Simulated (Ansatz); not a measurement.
**BH₃IO+ (SMILES [OH2+]BI): single points off equilibrium**

The task here is to estimate one member of a computed series from the others.

Computed with Ansatz 0.2.0, Gaussian basis. Level: single points in def2-TZVPP.

Correlated methods freeze the cores. Filled d shells of the heavier atoms are correlated. Core potentials replace the inner electrons past krypton, and spin-orbit coupling is left out.

1 further run of the same task is left out (it didn't finish).

## Starting geometry

SMILES `[OH2+]BI`, 6 atoms, charge 1, spin multiplicity 1.

Atoms are counted from 1 here; the program's logs count them from 0.

Bond lengths: O1–B2 1.519 Å, O1–H4 0.973 Å, O1–H5 0.973 Å, B2–I3 2.010 Å, B2–H6 1.219 Å. Angles: B2–O1–H4 123.9°, B2–O1–H5 121.1°, H4–O1–H5 113.6°, O1–B2–I3 114.8°, O1–B2–H6 109.5°, I3–B2–H6 135.7°.

Geometry (Å):

```
O    -0.6436   -0.3847    0.2910
B     0.6933    0.1927   -0.1411
I     0.5688    1.8563   -1.2614
H    -1.5052   -0.0117    0.0337
H    -0.7049   -1.2726    0.6830
H     1.5955   -0.5111    0.2798
```

The first run:

run/in.yaml

```yaml
crystal:
  periodic: [false, false, false]
  atoms:
    - {symbol: O, position_ang: [-0.643608, -0.384704, 0.290980]}
    - {symbol: B, position_ang: [0.693311, 0.192669, -0.141092]}
    - {symbol: I, position_ang: [0.568786, 1.856329, -1.261445]}
    - {symbol: H, position_ang: [-1.505231, -0.011741, 0.033693]}
    - {symbol: H, position_ang: [-0.704932, -1.272560, 0.683044]}
    - {symbol: H, position_ang: [1.595525, -0.511136, 0.279833]}
basis:
  gaussian: {orbitals: def2-TZVPP}
total_charge: 1
hamiltonian: {xc: pbe, dispersion: d4}
output: {forces: true}
```

On the command line:

```bash
$ ansatz run in.yaml --threads 2 --pin off --events-out ev --progress --plain --max-ram 3481MiB
```

Steps of the session up to this table: PBE-D4/def2-TZVPP; r2SCAN-D4/def2-TZVPP; PBE0-D4/def2-TZVPP; wB97M-V/def2-TZVPP; CCSD(T)/def2-TZVPP.

One of the session's tables, all rows but one given; the rest of the session is left out.

| method | RMS force component (eV/Å) | angle to CCSD(T) forces (°) |
| --- | --- | --- |
| PBE-D4 | 0.494 | 25.5 |
| r2SCAN-D4 | 0.485 | 7.4 |
| PBE0-D4 | 0.484 | 9.3 |
| wB97M-V | ? | ? |
| CCSD(T) | 0.464 | reference |

Q: Estimate the row for wB97M-V from the others.

**Answer.** RMS force component (eV/Å): 0.491; angle to CCSD(T) forces (°): 5.0. In the column «RMS force component (eV/Å)» it lies between r2SCAN-D4 (0.485) and PBE-D4 (0.494).
